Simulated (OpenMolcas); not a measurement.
# One shape, several levels: C5H12Si (vinyltrimethylsilane)

Wanted: a comparison of 6 runs (BHLYP/6-31G*, BLYP/6-31G*, M06-L/6-31G*, PBE/6-31G*, SVWN5/6-31G*, MP2/6-31G*) of C5H12Si (vinyltrimethylsilane). 

The calculation is run with OpenMolcas 26.06.

## Step 1: The system as given

C5H12Si: 18 atoms, total charge 0, spin state singlet. As SMILES, `C=C[Si](C)(C)C`. The C4–H12 distance was set to 2.405 Å, away from the relaxed value. At this shape a bond of the SMILES string is far longer than usual.

Bond lengths: C1–C2 1.330 Å, C2–Si3 1.869 Å, Si3–C4 1.873 Å, Si3–C5 1.875 Å, Si3–C6 1.875 Å, C1–H7 1.087 Å, C1–H8 1.087 Å, C2–H9 1.091 Å, C4–H10 1.093 Å, C4–H11 1.093 Å, C5–H13 1.093 Å, C5–H14 1.094 Å, C5–H15 1.093 Å, C6–H16 1.093 Å, C6–H17 1.093 Å, C6–H18 1.094 Å. Some angles: C1–C2–Si3 124.8°, C2–Si3–C4 109.7°, C2–Si3–C5 108.9°, C2–Si3–C6 108.9°, C4–Si3–C5 110.1°, C4–Si3–C6 110.1°, C5–Si3–C6 109.2°, C1–C2–H9 117.2°, Si3–C2–H9 118.0°, C2–C1–H7 122.5°.

## Step 2: The energy at BHLYP/6-31G(d) (spherical functions) (run 1)

Contents of job.input:

```
&GATEWAY
 BasLib=$CurrDir
 Coord
 18
 bohr
 C     -3.96517264     1.31824649     0.94128959
 C     -2.33345083     2.45644743    -0.59571915
 Si     1.16256140     2.56327365    -0.10250063
 C      2.00114627     0.83368292     2.86913149
 C      2.18548905     5.94845344     0.13101282
 C      2.75960674     1.05066127    -2.88134290
 H     -5.98787880     1.30033188     0.58392348
 H     -3.35055812     0.34369583     2.64138170
 H     -3.10632991     3.39222091    -2.26293003
 H      1.10309172     1.68783912     4.52145132
 H      4.04446933     0.87971664     3.17281048
 H      0.73593494    -3.52619115     2.67165700
 H      1.29843271     6.88192145     1.74557593
 H      4.23480255     6.08918134     0.35760988
 H      1.66708048     7.00103089    -1.56968400
 H      2.21617820    -0.93377793    -3.05967636
 H      2.25072240     2.00502965    -4.64179286
 H      4.81568546     1.13596351    -2.69110417
 Basis=6-31Gs
 Group=NoSym

&SEWARD
 GridInput
 Grid=UltraFine
 End of Grid

&SCF
 KSDFT=HYB_GGA_XC_BHANDHLYP
 Thresholds=1e-10 1e-07 1e-07 1e-05
 PrOrbitals=1 1
```

The basis set 6-31G* is read from a file made from the Basis Set Exchange's data (not shown).

Started as:

```bash
$ export MOLCAS_MEM=1860
$ pymolcas job.input > job.log
```

The log of the run:

```text
--- Start Module: gateway ---
[...]
--- Stop Module: gateway /rc=_RC_ALL_IS_WELL_ ---
--- Start Module: seward ---
[...]
      Basis functions          112
--- Stop Module: seward /rc=_RC_ALL_IS_WELL_ ---
[...]
--- Start Module: scf ---
[...]
       Convergence after  17 Iterations
[...]
::    Total KS-DFT energy                            -486.9130338073
[...]
      Total spin, S                                     0.0000000000
[...]
      Total electronic charge=   56.000000
      Total            charge=   -0.000000
[...]
      Dipole Moment (debye):
      Origin of the operator (angstrom)=    0.2660    1.2557    0.0221
                   X=  5.1844E-01               Y=  1.8026E+00               Z= -1.1208E-02           Total=  1.8757E+00
      Quadrupole Moment (debye*angstrom):
[...]
--- Stop Module: scf /rc=_RC_ALL_IS_WELL_ ---
[...]
```

Run time: 59 s. Hardware: 1 thread of Intel Xeon 6975P-C (Granite Rapids), shared host; peak memory 0.67 GiB.

## Step 3: The energy at BLYP/6-31G(d) (spherical functions) (run 2)

Contents of calc.inp:

```
>>> EXPORT MOLCAS_PRINT=2
&GATEWAY
BasLib=$CurrDir
Coord
18
angstrom
C       -2.098279       0.697586       0.498109
C       -1.234809       1.299896      -0.315241
Si       0.615201       1.356426      -0.054241
C        1.058961       0.441166       1.518279
C        1.156511       3.147786       0.069329
C        1.460321       0.555986      -1.524741
H       -3.168649       0.688106       0.308999
H       -1.773039       0.181876       1.397759
H       -1.643799       1.795086      -1.197491
H        0.583731       0.893166       2.392649
H        2.140241       0.465526       1.678979
H        0.389440      -1.865980       1.413780
H        0.687101       3.641756       0.923719
H        2.240961       3.222256       0.189239
H        0.882181       3.704786      -0.830641
H        1.172751      -0.494134      -1.619111
H        1.191031       1.061016      -2.456331
H        2.548351       0.601126      -1.424071
Basis=6-31Gs
Group=NoSym
&SEWARD
GridInput
Grid=UltraFine
End of Grid
&SCF
KSDFT=BLYP
Thresholds=1e-10 1e-07 1e-07 1e-05
PrOrbitals=1 2
```

The basis set 6-31G* is read from a file made from the Basis Set Exchange's data (not shown).

Started as:

```bash
$ export MOLCAS_MEM=1860
$ pymolcas calc.inp > calc.log
```

The log of the run:

```text
--- Start Module: gateway ---
[...]
--- Stop Module: gateway /rc=_RC_ALL_IS_WELL_ ---
--- Start Module: seward ---
[...]
      Basis functions          112
--- Stop Module: seward /rc=_RC_ALL_IS_WELL_ ---
[...]
--- Start Module: scf ---
[...]
       Convergence after  19 Iterations
[...]
::    Total KS-DFT energy                            -486.9300169985
[...]
      Total spin, S                                     0.0000000000
[...]
      Total electronic charge=   56.000000
      Total            charge=   -0.000000
[...]
      Dipole Moment (debye):
      Origin of the operator (angstrom)=    0.2660    1.2557    0.0221
                   X=  5.7884E-01               Y=  1.7669E+00               Z= -1.5493E-01           Total=  1.8657E+00
      Quadrupole Moment (debye*angstrom):
[...]
--- Stop Module: scf /rc=_RC_ALL_IS_WELL_ ---
[...]
```

Run time: 63 s. Hardware: 1 thread of Intel Xeon 6975P-C (Granite Rapids), shared host; peak memory 0.67 GiB.

Run 3 isn't shown in full; the table further down has it.

## Step 4: The energy at PBE/6-31G(d) (spherical functions) (run 4)

Contents of test.inp:

```
* C5H12Si Kohn-Sham DFT

&GATEWAY
  BASLIB = $CurrDir
  COORD
  18
  bohr
  C     -3.96517264     1.31824649     0.94128959
  C     -2.33345083     2.45644743    -0.59571915
  Si     1.16256140     2.56327365    -0.10250063
  C      2.00114627     0.83368292     2.86913149
  C      2.18548905     5.94845344     0.13101282
  C      2.75960674     1.05066127    -2.88134290
  H     -5.98787880     1.30033188     0.58392348
  H     -3.35055812     0.34369583     2.64138170
  H     -3.10632991     3.39222091    -2.26293003
  H      1.10309172     1.68783912     4.52145132
  H      4.04446933     0.87971664     3.17281048
  H      0.73593494    -3.52619115     2.67165700
  H      1.29843271     6.88192145     1.74557593
  H      4.23480255     6.08918134     0.35760988
  H      1.66708048     7.00103089    -1.56968400
  H      2.21617820    -0.93377793    -3.05967636
  H      2.25072240     2.00502965    -4.64179286
  H      4.81568546     1.13596351    -2.69110417
  BASIS = 6-31Gs
  GROUP = NoSym

&SEWARD
  GRIDINPUT
  Grid=UltraFine
  End of Grid

&SCF
  KSDFT = PBE
  THRESHOLDS = 1e-10 1e-07 1e-07 1e-05
  PRORBITALS = 1 1
```

The basis set 6-31G* is read from a file made from the Basis Set Exchange's data (not shown).

Started as:

```bash
$ export MOLCAS_MEM=1860
$ pymolcas test.inp > test.log
```

The log of the run:

```text
--- Start Module: gateway ---
[...]
--- Stop Module: gateway /rc=_RC_ALL_IS_WELL_ ---
--- Start Module: seward ---
[...]
      Basis functions          112
--- Stop Module: seward /rc=_RC_ALL_IS_WELL_ ---
[...]
--- Start Module: scf ---
[...]
       Convergence after  21 Iterations
[...]
::    Total KS-DFT energy                            -486.6226851608
[...]
      Total spin, S                                     0.0000000000
[...]
      Total electronic charge=   56.000000
      Total            charge=   -0.000000
[...]
      Dipole Moment (debye):
      Origin of the operator (angstrom)=    0.2660    1.2557    0.0221
                   X=  5.6018E-01               Y=  1.6364E+00               Z= -1.4427E-01           Total=  1.7357E+00
      Quadrupole Moment (debye*angstrom):
[...]
--- Stop Module: scf /rc=_RC_ALL_IS_WELL_ ---
[...]
```

It took 62 s on 1 thread of Intel Xeon 6975P-C (Granite Rapids), shared host; peak memory 0.67 GiB.

Run 5 isn't shown in full; the table further down has it.

## Step 5: The energy at MP2/6-31G(d) (spherical functions) (run 6)

Contents of run.inp:

```
* C5H12Si MP2

&GATEWAY
  BasLib=$CurrDir
  Coord
  18
  angstrom
  C       -2.098279       0.697586       0.498109
  C       -1.234809       1.299896      -0.315241
  Si       0.615201       1.356426      -0.054241
  C        1.058961       0.441166       1.518279
  C        1.156511       3.147786       0.069329
  C        1.460321       0.555986      -1.524741
  H       -3.168649       0.688106       0.308999
  H       -1.773039       0.181876       1.397759
  H       -1.643799       1.795086      -1.197491
  H        0.583731       0.893166       2.392649
  H        2.140241       0.465526       1.678979
  H        0.389440      -1.865980       1.413780
  H        0.687101       3.641756       0.923719
  H        2.240961       3.222256       0.189239
  H        0.882181       3.704786      -0.830641
  H        1.172751      -0.494134      -1.619111
  H        1.191031       1.061016      -2.456331
  H        2.548351       0.601126      -1.424071
  Basis=6-31Gs
  Group=NoSym

&SEWARD

&SCF
  Thresholds=1e-10 1e-07 1e-07 1e-05
  PrOrbitals=1 2

&MBPT2
  Frozen=10
```

The basis set 6-31G* is read from a file made from the Basis Set Exchange's data (not shown).

Started as:

```bash
$ export MOLCAS_MEM=1860
$ pymolcas run.inp > run.log
```

The log of the run:

```text
--- Start Module: gateway ---
[...]
--- Stop Module: gateway /rc=_RC_ALL_IS_WELL_ ---
[...]
      Basis functions          112
[...]
--- Start Module: scf ---
[...]
       Convergence after  17 Iterations
[...]
::    Total SCF energy                               -485.0451974464
[...]
      Total spin, S                                     0.0000000000
[...]
      Total electronic charge=   56.000000
      Total            charge=   -0.000000
[...]
      Dipole Moment (debye):
      Origin of the operator (angstrom)=    0.2660    1.2557    0.0221
                   X=  5.3519E-01               Y=  2.2699E+00               Z=  6.4472E-02           Total=  2.3331E+00
      Quadrupole Moment (debye*angstrom):
[...]
--- Stop Module: scf /rc=_RC_ALL_IS_WELL_ ---
[...]
--- Start Module: mbpt2 ---
[...]
WARNING!
Default frozen orbitals as non valence orbitals is overwritten by user input.
Default values:   7
[...]
       Reference weight ( Cref**2 )         =        0.76318
::    Total MBPT2 energy                             -485.7914298889
[...]
      Total MBPT2 calculations                           0.55      0.63
--- Stop Module: mbpt2 /rc=_RC_ALL_IS_WELL_ ---
[...]
```

It took 14 s on 1 thread of Intel Xeon 6975P-C (Granite Rapids), shared host; peak memory 0.67 GiB.

## Step 6: The series

```
run                               level  integration grid  frozen core orbitals  energy (Eh)  dipole moment (D) of the reference  HOMO energy (eV)  LUMO energy (eV)  wall time
  1  BHLYP/6-31G* (spherical functions)         UltraFine                     –  -486.913034                                1.88             -7.67             -1.88       59 s
  2   BLYP/6-31G* (spherical functions)         UltraFine                     –  -486.930017                                1.87             -5.81             -3.50       63 s
  3  M06-L/6-31G* (spherical functions)         UltraFine                     –  -487.021028                                1.97             -6.21             -3.64       87 s
  4    PBE/6-31G* (spherical functions)         UltraFine                     –  -486.622685                                1.74             -5.98             -3.63       62 s
  5  SVWN5/6-31G* (spherical functions)         UltraFine                     –  -483.997324                                1.53             -6.04             -3.66       45 s
  6    MP2/6-31G* (spherical functions)                 –                    10  -485.791430                                2.33             -8.71              0.63       14 s
```

## Step 7: What came out

| quantity | value |
| --- | --- |
| run 6: total energy | -485.79143 Eh |
| run 6: dipole moment (mean-field density) | 2.33 D |
| run 6: HOMO energy (Hartree–Fock orbitals) | -8.71 eV |
| run 6: LUMO energy (Hartree–Fock orbitals) | 0.63 eV |
| run 6: HOMO–LUMO gap (Hartree–Fock orbitals) | 9.34 eV |
| run 6: correlation energy (10 core orbitals frozen) | -746.2 mEh |

What this shows: Over runs 1, 2, 3, 4, 5 the dipole moment (its size) runs from 1.53 D (SVWN5/6-31G*) to 1.97 D (M06-L/6-31G*). Over runs 1, 2, 3, 4, 5 the HOMO–LUMO gap runs from 2.31 eV (BLYP/6-31G*) to 5.79 eV (BHLYP/6-31G*). Totals of different functionals can't be ranked against each other. In runs 1, 2, 3, 4, 5, 6 a closed-shell determinant meets a far-stretched bond, which it describes badly. All runs together took 5.5 min, the longest 87 s.
